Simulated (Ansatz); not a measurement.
# C₃H₅NZn: up Jacob's ladder to CCSD(T)

The task here is to estimate one member of a computed series from the others.

Computed with Ansatz 0.2.0, Gaussian basis. Level: functionals in def2-TZVPP, the program's frozen cores in correlated methods.

Levels to be run: LDA (SPW92), PBE-D4, revPBE-D4, BLYP-D4, r2SCAN-D4, B97M-V, PBE0-D4, B3LYP-D4, r2SCANh-D4, r2SCAN0-D4, HSE06-D4, BHLYP-D4, CAM-B3LYP-D4, LC-ωPBE, ωB97X-V, ωB97M-V, B2PLYP, PBE-QIDH; CCSD(T)/def2-SVP; CCSD(T)/def2-TZVPP; MP2/def2-QZVPP; extrapolation to the limit; RPA on PBE.

### Structure used throughout

All runs share one geometry, relaxed beforehand with PBE0-D4 in a triple-zeta def2 set.

SMILES `C[CH]1N=[CH][Zn]1`, 10 atoms, charge 0, spin multiplicity 1.

Atoms are counted from 1 here; the program's logs count them from 0.

Bond lengths: C1–C2 1.505 Å, C1–H6 1.091 Å, C1–H7 1.092 Å, C1–H8 1.096 Å, C2–N3 1.400 Å, C2–Zn5 2.171 Å, C2–H9 1.091 Å, N3–C4 1.249 Å, C4–Zn5 2.125 Å, C4–H10 1.092 Å. Angles: C2–C1–H6 109.6°, C2–C1–H7 111.6°, C2–C1–H8 111.6°, H6–C1–H7 108.3°, H6–C1–H8 107.9°, H7–C1–H8 107.8°, C1–C2–N3 115.7°, C1–C2–Zn5 121.4°, C1–C2–H9 113.1°, N3–C2–Zn5 80.7°, N3–C2–H9 110.8°, Zn5–C2–H9 111.1°, C2–N3–C4 126.6°, N3–C4–Zn5 85.8°, N3–C4–H10 120.5°, Zn5–C4–H10 153.6°, C2–Zn5–C4 66.9°.

Set-up of the first run:

File in.yaml:

```yaml
crystal:
  periodic: [false, false, false]
  atoms:
    - {symbol: C, position_ang: [-1.225036, -0.738150, -0.013927]}
    - {symbol: C, position_ang: [-0.174403, 0.198369, 0.518305]}
    - {symbol: N, position_ang: [1.138325, -0.069077, 0.112920]}
    - {symbol: C, position_ang: [1.890489, 0.694503, -0.529106]}
    - {symbol: Zn, position_ang: [0.276011, 2.074564, -0.477845]}
    - {symbol: H, position_ang: [-2.215249, -0.371662, 0.260779]}
    - {symbol: H, position_ang: [-1.178956, -0.816266, -1.101910]}
    - {symbol: H, position_ang: [-1.113390, -1.747266, 0.399896]}
    - {symbol: H, position_ang: [-0.227391, 0.330132, 1.600160]}
    - {symbol: H, position_ang: [2.912601, 0.393752, -0.766570]}
basis:
  gaussian: {orbitals: def2-TZVPP}
hamiltonian: {xc: lda}
output: {orbitals: {seedname: orbitals}}
```

Command:

```
> ansatz run in.yaml --threads 4 --pin off --events-out ev --progress --plain --max-ram 10444MiB
```

Steps of the session up to this table: LDA; PBE-D4 (GGA); revPBE-D4 (GGA); BLYP-D4 (GGA); r2SCAN-D4 (meta-GGA); B97M-V (meta-GGA); PBE0-D4 (hybrid); B3LYP-D4 (hybrid); r2SCANh-D4 (hybrid); r2SCAN0-D4 (hybrid); HSE06-D4 (hybrid); BHLYP-D4 (hybrid); CAM-B3LYP-D4 (range-separated); LC-ωPBE (range-separated); ωB97X-V (range-separated); ωB97M-V (range-separated); B2PLYP (double hybrid); PBE-QIDH (double hybrid).

One table of the session follows, with a row left open; its other results are not shown here.

It belongs to the step «Orbital energies across the functionals». 

```
  functional  HOMO (eV)  LUMO (eV)  gap (eV)
 LDA (SPW92)      -5.44      -2.54      2.90
      PBE-D4      -5.25      -2.36      2.90
   revPBE-D4      -5.18      -2.28      2.89
     BLYP-D4      -5.16      -2.29      2.87
   r2SCAN-D4          ?          ?         ?
      B97M-V      -5.33      -2.36      2.97
     PBE0-D4      -6.05      -1.72      4.34
    B3LYP-D4      -5.98      -1.94      4.04
  r2SCANh-D4      -5.72      -2.06      3.67
  r2SCAN0-D4      -6.17      -1.69      4.48
    HSE06-D4      -5.66      -2.07      3.59
    BHLYP-D4      -6.77      -1.08      5.69
CAM-B3LYP-D4      -7.24      -0.91      6.33
     LC-ωPBE      -8.26       0.00      8.26
     ωB97X-V      -8.01      -0.01      8.00
     ωB97M-V      -7.99      -0.09      7.90
```

Estimate the missing values for r2SCAN-D4.

Worked estimate for «HOMO (eV)». Against the share of exact exchange, r2SCANh-D4 (0.1, -5.72), r2SCAN0-D4 (0.25, -6.17) give a slope of -3.00 per unit share; at 0 the line stands at -5.42.

As computed: HOMO (eV): -5.41; LUMO (eV): -2.31; gap (eV): 3.11. In «HOMO (eV)» the line misses by -0.01.
